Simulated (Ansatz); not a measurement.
# H5SbSi: ladder of basis sets in Python

How does the energy of H5SbSi converge with the basis? The task is a ladder of basis sets, for H5SbSi.

All numbers are computed with Ansatz 0.2.0 through its Python package. The levels of theory stand in the script.

## (1) Starting point

Bond lengths: Si1–Sb2 2.486 Å, Si1–H3 1.518 Å, Si1–H4 1.443 Å, Si1–H5 1.526 Å, Sb2–H6 1.775 Å, Sb2–H7 1.776 Å. Angles: Si1–Sb2–H6 93.0°, Si1–Sb2–H7 92.2°, H6–Sb2–H7 92.2°, Sb2–Si1–H3 110.9°, Sb2–Si1–H4 110.2°, Sb2–Si1–H5 109.4°, H3–Si1–H4 112.9°, H3–Si1–H5 104.9°, H4–Si1–H5 108.3°.

The script holds or builds the structure itself.

## (2) Script

h5sbsi.py reads:

```python
"""How the energy of H5SbSi converges with the basis."""

import ansatz as az


def main() -> None:
    mol = (
        az.Crystal.molecule()
        .atom("Si", [-0.6154, -0.5947, -0.4099])
        .atom("Sb", [1.1385, 0.1062, 1.2058])
        .atom("H", [-1.9277, -0.8691, 0.3017])
        .atom("H", [-0.1537, -1.7165, -1.1906])
        .atom("H", [-0.9185, 0.5599, -1.3608])
        .atom("H", [0.3746, 1.6825, 1.4953])
        .atom("H", [2.1635, 0.7637, -0.0873])
    )

    calc = mol.calculation().functional("PBE0")

    energies = {}
    for basis in ["def2-SVP", "def2-SVPD", "def2-TZVP", "def2-TZVPP"]:
        summary = calc.basis(gaussian=basis).run().report
        size = summary["n_frozen"] + summary["n_occupied"][0] + summary["n_virtual"][0]
        energies[basis] = (summary["reference_energy_ev"] / 27.211386246, summary["free_energy_ev"] / 27.211386246)
        print(f"{basis:14s} {size:4d} orbitals  reference {energies[basis][0]:14.6f} Ha  total {energies[basis][1]:14.6f} Ha")

    last = energies["def2-TZVPP"][1]
    for basis, (_, total) in energies.items():
        print(f"{basis:14s} lies {27.211386 * (total - last):9.4f} eV above def2-TZVPP")


if __name__ == "__main__":
    main()
```

## (3) The input behind the calls

The engine receives this input (first run):

```yaml
crystal:
  periodic: [false, false, false]
  atoms:
    - { symbol: Si, position_ang: [-0.6154, -0.5947, -0.4099] }
    - { symbol: Sb, position_ang: [1.1385, 0.1062, 1.2058] }
    - { symbol: H, position_ang: [-1.9277, -0.8691, 0.3017] }
    - { symbol: H, position_ang: [-0.1537, -1.7165, -1.1906] }
    - { symbol: H, position_ang: [-0.9185, 0.5599, -1.3608] }
    - { symbol: H, position_ang: [0.3746, 1.6825, 1.4953] }
    - { symbol: H, position_ang: [2.1635, 0.7637, -0.0873] }
basis:
  gaussian:
    orbitals: def2-SVP
hamiltonian:
  xc: pbe0
```

## (4) Launch

The run is started by

```console
$ python h5sbsi.py
```

The log of the run:

```text
def2-SVP         69 orbitals  reference    -532.505831 Ha  total    -532.505831 Ha
def2-SVPD        96 orbitals  reference    -532.508628 Ha  total    -532.508628 Ha
def2-TZVP       117 orbitals  reference    -532.616736 Ha  total    -532.616736 Ha
def2-TZVPP      162 orbitals  reference    -532.617642 Ha  total    -532.617642 Ha
def2-SVP       lies    3.0425 eV above def2-TZVPP
def2-SVPD      lies    2.9664 eV above def2-TZVPP
def2-TZVP      lies    0.0247 eV above def2-TZVPP
def2-TZVPP     lies    0.0000 eV above def2-TZVPP
```

It took 6.6 s on 1 thread of Intel Xeon 6975P-C (Granite Rapids), shared host; peak memory 0.36 GiB.

## (5) Inputs of later runs

The engine's inputs for the other runs:

Run 2, against run 1:

```diff
@@ -13 +13 @@
-    orbitals: def2-SVP
+    orbitals: def2-SVPD
```

Run 3, against run 1:

```diff
@@ -13 +13 @@
-    orbitals: def2-SVP
+    orbitals: def2-TZVP
```

Run 4, against run 1:

```diff
@@ -13 +13 @@
-    orbitals: def2-SVP
+    orbitals: def2-TZVPP
```

## (6) Run by run

The 4 runs, in the order started:

```csv
run,basis,energy (eV),SCF cycles,CPU time (s)
1,def2-SVP,-14490.2219,15,1.2
2,def2-SVPD,-14490.2979,15,1.4
3,def2-TZVP,-14493.2397,14,1.4
4,def2-TZVPP,-14493.2644,15,2.1
```

## (7) What came out

| quantity | value |
| --- | --- |
| runs compared | 4 |
| change of the total from set to set | -0.076, -2.942, -0.025 eV |

In words: Against def2-SVP: def2-SVPD -2.8 mHa, def2-TZVP -110.9 mHa and def2-TZVPP -111.8 mHa. The last step alone is -0.91 mHa (these two sets differ little on atoms other than hydrogen), and the time grows from 1.2 to 2.1 s. What to keep in mind:
- Total energies depend on the basis set; only differences at equal settings carry meaning.
- The geometry is a force-field or estimated start, not a minimum of this method, and the last set is no limit.
- def2 sets replace the cores of elements past krypton by effective core potentials.
